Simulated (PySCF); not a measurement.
# B(NCO)3: geometry, NMR shifts, electronic excitations, spin-spin couplings and core binding energies, part 2 of 2

PySCF 2.14.0. Atoms count from 0.

**7. Core holes by ΔSCF: SCAN, X2C**

The job: settings as JSON, then the geometry in Å.

```
{"job": {"kind": "xps", "metal_2p": true}, "charge": 0, "multiplicity": 1}
B      0.020688    -0.034880     0.006939
N      1.427552     0.153151    -0.013223
C      2.615889     0.000320    -0.030617
O      3.775791    -0.098856    -0.047873
N     -0.847720     1.090081     0.000958
C     -1.247087     2.220662    -0.019376
O     -1.687749     3.297765    -0.036936
N     -0.522011    -1.347480     0.036214
C     -1.333445    -2.231317     0.047801
O     -2.077237    -3.126197     0.060532
```

With the program's defaults for keys left out, this is: delta-SCF UKS SCAN, pcX-2 on the ionised atom (unc-x2c-TZVPall on a metal), pcseg-1 elsewhere, spin-free X2C.

The program printed:

```text
ground state, core basis on atom 0 (B), 171 functions
  cycle   1  E = -528.99480076  |g| = 1.09e+00
  cycle   2  E = -527.98467320  |g| = 2.54e+00
  cycle   3  E = -529.09580023  |g| = 7.21e-01
  cycle   4  E = -529.21167066  |g| = 1.68e-01
  cycle   5  E = -529.21805878  |g| = 4.22e-02
  cycle   6  E = -529.21845937  |g| = 9.10e-03
  cycle   7  E = -529.21848014  |g| = 3.28e-03
  cycle   8  E = -529.21847996  |g| = 3.05e-03
  cycle   9  E = -529.21847972  |g| = 2.56e-04
  E(ground) = -529.25200970 Eh
hole in B 1s of atom 0
  cycle   1  E = -521.48798938  |g| = 1.19e+00
  cycle   2  E = -519.63390466  |g| = 2.22e+00
  cycle   3  E = -521.53408962  |g| = 9.02e-01
  cycle   4  E = -521.79430636  |g| = 5.12e-01
  cycle   5  E = -521.89182901  |g| = 1.34e-01
  cycle   6  E = -521.89952159  |g| = 4.14e-02
  cycle   7  E = -521.90016472  |g| = 1.56e-02
  cycle   8  E = -521.90029804  |g| = 8.71e-03
  cycle   9  E = -521.90031991  |g| = 7.26e-03
  cycle  10  E = -521.90035105  |g| = 2.07e-03
  cycle  11  E = -521.90035707  |g| = 1.52e-03
  cycle  12  E = -521.90035929  |g| = 6.42e-04
  cycle  13  E = -521.90035865  |g| = 1.49e-04
  E(ion) = -521.93385498 Eh   <S^2> = 0.7895   hole on atom = 1.000   binding energy = 199.137 eV
ground state, core basis on atom 1 (N), 171 functions
  cycle   1  E = -529.23800480  |g| = 7.26e-02
  cycle   2  E = -529.23788908  |g| = 2.68e-02
  cycle   3  E = -529.23717897  |g| = 6.36e-02
  cycle   4  E = -529.23802125  |g| = 9.12e-03
  cycle   5  E = -529.23804002  |g| = 1.09e-03
  cycle   6  E = -529.23803901  |g| = 5.21e-04
  cycle   7  E = -529.23803990  |g| = 1.99e-04
  E(ground) = -529.26752133 Eh
hole in N 1s of atom 1
  cycle   1  E = -513.60501015  |g| = 1.87e+00
  cycle   2  E = -512.11018086  |g| = 2.52e+00
  cycle   3  E = -513.74528855  |g| = 1.14e+00
  cycle   4  E = -514.18286163  |g| = 5.75e-01
  cycle   5  E = -514.27180268  |g| = 3.16e-01
  cycle   6  E = -514.30738696  |g| = 1.24e-01
  cycle   7  E = -514.31307727  |g| = 3.49e-02
  cycle   8  E = -514.31360081  |g| = 6.78e-03
  cycle   9  E = -514.31362064  |g| = 4.29e-03
  cycle  10  E = -514.31362706  |g| = 2.23e-03
  cycle  11  E = -514.31362782  |g| = 1.46e-03
  cycle  12  E = -514.31362913  |g| = 5.01e-04
  cycle  13  E = -514.31363010  |g| = 1.78e-04
  E(ion) = -514.34231212 Eh   <S^2> = 0.7683   hole on atom = 1.000   binding energy = 406.136 eV
ground state, core basis on atom 2 (C), 171 functions
  cycle   1  E = -529.23053070  |g| = 5.75e-02
  cycle   2  E = -529.23040415  |g| = 2.84e-02
  cycle   3  E = -529.22997331  |g| = 5.34e-02
  cycle   4  E = -529.23056955  |g| = 4.16e-03
  cycle   5  E = -529.23057344  |g| = 1.91e-03
  cycle   6  E = -529.23057496  |g| = 6.72e-04
  cycle   7  E = -529.23057312  |g| = 1.66e-04
  E(ground) = -529.26271636 Eh
hole in C 1s of atom 2
  cycle   1  E = -517.82173326  |g| = 1.50e+00
  cycle   2  E = -510.62514886  |g| = 3.62e+00
  cycle   3  E = -517.50261026  |g| = 1.30e+00
  cycle   4  E = -518.00309561  |g| = 9.28e-01
  cycle   5  E = -518.03617140  |g| = 8.79e-01
  cycle   6  E = -518.34626093  |g| = 2.29e-01
  cycle   7  E = -518.35438276  |g| = 1.97e-01
  cycle   8  E = -518.36996901  |g| = 4.93e-02
  cycle   9  E = -518.37114655  |g| = 7.28e-03
  cycle  10  E = -518.37118972  |g| = 6.37e-03
  cycle  11  E = -518.37121921  |g| = 5.41e-03
  cycle  12  E = -518.37123960  |g| = 3.83e-03
  cycle  13  E = -518.37126143  |g| = 1.95e-03
  cycle  14  E = -518.37126893  |g| = 1.46e-03
  cycle  15  E = -518.37127079  |g| = 5.99e-04
  cycle  16  E = -518.37127120  |g| = 3.31e-04
  E(ion) = -518.40272909 Eh   <S^2> = 0.7980   hole on atom = 1.000   binding energy = 295.515 eV
ground state, core basis on atom 3 (O), 171 functions
  cycle   1  E = -529.25316572  |g| = 1.06e-01
  cycle   2  E = -529.24877250  |g| = 1.57e-01
  cycle   3  E = -529.25244408  |g| = 7.97e-02
  cycle   4  E = -529.25359161  |g| = 2.61e-02
  cycle   5  E = -529.25374910  |g| = 4.91e-03
  cycle   6  E = -529.25375453  |g| = 8.11e-04
  cycle   7  E = -529.25375239  |g| = 3.86e-04
  E(ground) = -529.28125043 Eh
hole in O 1s of atom 3
  cycle   1  E = -508.57974934  |g| = 2.22e+00
  cycle   2  E = -504.41765238  |g| = 3.25e+00
  cycle   3  E = -508.55229793  |g| = 1.17e+00
  cycle   4  E = -509.26840287  |g| = 6.04e-01
  cycle   5  E = -509.35358827  |g| = 3.31e-01
  cycle   6  E = -509.39822966  |g| = 1.79e-01
  cycle   7  E = -509.40908176  |g| = 8.68e-02
  cycle   8  E = -509.41187889  |g| = 2.38e-02
  cycle   9  E = -509.41203485  |g| = 1.39e-02
  cycle  10  E = -509.41211375  |g| = 3.91e-03
  cycle  11  E = -509.41211914  |g| = 2.81e-03
  cycle  12  E = -509.41212306  |g| = 8.97e-04
  cycle  13  E = -509.41212486  |g| = 4.85e-04
  E(ion) = -509.44209042 Eh   <S^2> = 0.7652   hole on atom = 1.000   binding energy = 539.851 eV
```

Wall time 57 s (1 thread of Arm Neoverse N1, shared host); peak memory 0.59 GiB.

The holes in one table. −ε is the ground-state orbital energy:

| hole | stands for | environment | ΔSCF (eV) | −ε (eV) | ⟨S²⟩ |
| --- | --- | --- | --- | --- | --- |
| B1s on B0 | B0 | boron bonded to 3 N | 199.14 | 183.4 | 0.790 |
| N1s on N1 | N1, N4, N7 | nitrogen bonded to C, B | 406.14 | 387.2 | 0.768 |
| C1s on C2 | C2, C5, C8 | carbon bonded to N, O | 295.52 | 278.1 | 0.798 |
| O1s on O3 | O3, O6, O9 | oxygen bonded to C | 539.85 | 518.5 | 0.765 |

Each hole run stands for the others of its class of like atoms.

**8. Run by run: NMR shifts**

Shifts (ppm), means over like atoms, with basis size and wall time:

```csv
run,C2,B0,N1,O3,functions,time
PBE0/pcSseg-1,123.8,3.1,75.3,162.2,170,41 s
B3LYP/pcSseg-1,122.4,2.8,76.1,163.5,170,30 s
```

**9. Outcome**

What follows sums up all 2 parts.

```
                                                               quantity                        value
                                                            point group                           Cs
                                   rotational constants (main isotopes)         1.04, 0.98, 0.51 GHz
13C shifts against TMS (PBE0/pcSseg-1, means over atoms taken as alike)                    123.8 ppm
                            11B shifts against BF3·OEt2 (PBE0/pcSseg-1)                      3.1 ppm
15N shifts against NH3 (PBE0/pcSseg-1, means over atoms taken as alike)                     75.3 ppm
17O shifts against H2O (PBE0/pcSseg-1, means over atoms taken as alike)                    162.2 ppm
                                  surface potential, 1st and 99th percentile           -0.78 V and 1.40 V
                                   lowest singlet (CAM-B3LYP/def2-SVPD)  5.40 eV (229 nm), f = 0.000
                               brightest single state of those computed  state 5, 6.46 eV, f = 0.291
                                                         lowest triplet                      5.28 eV
                            largest coupling of the table (B3LYP/pcJ-1)      1J(B,N) B0–N1, -59.7 Hz
                                       B1s binding energies, SCAN/pcX-2                 B0 199.14 eV
                                       N1s binding energies, SCAN/pcX-2                 N1 406.14 eV
                                       C1s binding energies, SCAN/pcX-2                 C2 295.52 eV
                                       O1s binding energies, SCAN/pcX-2                 O3 539.85 eV
                                               range of the shift of C2           122.4 to 123.8 ppm
```

**Reading.** The start was shaken at random, so part of the energy gained undoes that. Relaxing lowered the energy by 1.643 eV in 13 steps; the close pair that moved most is C2–O3, from 1.311 to 1.164 Å. At PBE0/pcSseg-1: The largest span, 312 ppm, is at C2, C5, C8, where the paramagnetic term is -200 ppm. At PBE0/pcSseg-1, counted by nearest atom on the grid, the HOMO lies on N1, N4, N7 about 19 % each; O3, O6, O9 about 11 % each, the LUMO on B0 35 %; C2, C5, C8 about 11 % each. The lowest singlet, at 5.40 eV, is HOMO→LUMO 0.95 and is dark; of the 10 states computed, the strongest absorption comes from states 4 to 5 together at 6.46 eV. The lowest triplet lies 0.12 eV below the lowest singlet (triplets in Tamm-Dancoff, singlets in full TDDFT). In the run at B3LYP/pcJ-1, the largest coupling of the table is B0–N1 (mean over like pairs), -59.7 Hz, of which the Fermi-contact term gives -60.9 Hz. Couplings across rotatable bonds belong to this one conformer; where others are populated, the observed values are averages. Across the 2 runs the shift of C2 (with its like atoms) moves most, between 122.4 (B3LYP/pcSseg-1) and 123.8 ppm (PBE0/pcSseg-1).
